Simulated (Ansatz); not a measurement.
# CH₆F₂GeSi: a ladder of functionals and wavefunction methods

An exercise on one series of results from a longer session: the logs are not shown, and one member is left open.

Program: Ansatz 0.2.0, Gaussian basis. Level of theory: functionals in def2-TZVPP, the program's frozen cores in correlated methods. These are calculated values, not measurements.

Plan: PBE-D4, r2SCAN-D4, PBE0-D4, B3LYP-D4, ωB97X-V, ωB97M-V, B2PLYP; CCSD(T)/def2-TZVPP; MP2/def2-QZVPP; extrapolation to the limit.

## Structure used throughout

The geometry comes from an earlier relaxation with PBE0-D4 in a triple-zeta def2 set; it is a stationary point, not always the lowest conformer.

SMILES `[CH3][GeH]([F])[SiH2]F`, 11 atoms, charge 0, spin multiplicity 1.

Atoms are counted from 1 here; the program's logs count them from 0.

Bond lengths: C1–Ge2 1.942 Å, C1–H6 1.092 Å, C1–H7 1.090 Å, C1–H8 1.091 Å, Ge2–F3 1.755 Å, Ge2–Si4 2.395 Å, Ge2–H9 1.544 Å, Si4–F5 1.606 Å, Si4–H10 1.483 Å, Si4–H11 1.487 Å. Angles: Ge2–C1–H6 110.2°, Ge2–C1–H7 109.9°, Ge2–C1–H8 109.5°, H6–C1–H7 108.9°, H6–C1–H8 109.0°, H7–C1–H8 109.2°, C1–Ge2–F3 105.9°, C1–Ge2–Si4 114.8°, C1–Ge2–H9 112.1°, F3–Ge2–Si4 105.9°, F3–Ge2–H9 104.9°, Si4–Ge2–H9 112.3°, Ge2–Si4–F5 108.7°, Ge2–Si4–H10 111.7°, Ge2–Si4–H11 110.6°, F5–Si4–H10 108.4°, F5–Si4–H11 107.7°, H10–Si4–H11 109.7°.

Set-up of the first run:

File in.yaml:

```yaml
crystal:
  periodic: [false, false, false]
  atoms:
    - {symbol: C, position_ang: [-1.141426, 1.188866, -0.748986]}
    - {symbol: Ge, position_ang: [0.341940, -0.065044, -0.757304]}
    - {symbol: F, position_ang: [1.779699, 0.893596, -1.064038]}
    - {symbol: Si, position_ang: [0.728745, -1.179958, 1.326955]}
    - {symbol: F, position_ang: [0.438568, -0.149504, 2.523506]}
    - {symbol: H, position_ang: [-2.085991, 0.654778, -0.629985]}
    - {symbol: H, position_ang: [-1.027858, 1.893773, 0.074625]}
    - {symbol: H, position_ang: [-1.160551, 1.737164, -1.691436]}
    - {symbol: H, position_ang: [0.262458, -1.050945, -1.942482]}
    - {symbol: H, position_ang: [2.130716, -1.650486, 1.444119]}
    - {symbol: H, position_ang: [-0.201001, -2.329340, 1.485525]}
basis:
  gaussian: {orbitals: def2-TZVPP}
hamiltonian: {xc: pbe, dispersion: d4}
output: {forces: true, orbitals: {seedname: orbitals}}
```

Started as:

```
> ansatz run in.yaml --threads 2 --pin off --events-out ev --progress --plain --max-ram 22528MiB --backend cpu
```

Among the steps run: PBE-D4 (GGA); r2SCAN-D4 (meta-GGA); PBE0-D4 (hybrid); B3LYP-D4 (hybrid); ωB97X-V (range-separated); ωB97M-V (range-separated); B2PLYP (double hybrid); CCSD(T) in def2-TZVPP; MP2 in def2-QZVPP.

One of the session's tables, all rows but one given; the rest of the session is left out.

| method | atomisation energy (kJ/mol) |
| --- | --- |
| PBE-D4 | 3810.9 |
| r2SCAN-D4 | 3801.4 |
| PBE0-D4 | 3758.0 |
| B3LYP-D4 | 3775.6 |
| ωB97X-V | ? |
| ωB97M-V | 3786.5 |
| B2PLYP | 3750.6 |
| HF/def2-TZVPP | 2839.5 |
| MP2/def2-TZVPP | 3771.2 |
| CCSD/def2-TZVPP | 3677.8 |
| CCSD(T)/def2-TZVPP | 3723.5 |
| MP2/CBS | 3861.1 |
| CCSD(T)/CBS | 3813.5 |

**Question.** Estimate the row for ωB97X-V.

**Answer.** atomisation energy (kJ/mol): 3816.7. In the column «atomisation energy (kJ/mol)» it lies between CCSD(T)/CBS (3813.5) and MP2/CBS (3861.1).

Limits of these values: Free atoms (1 C, 1 Ge, 2 F, 1 Si, 6 H) were run apart at each level; the atomisation energy is their sum less the molecule, without zero-point or spin-orbit terms.
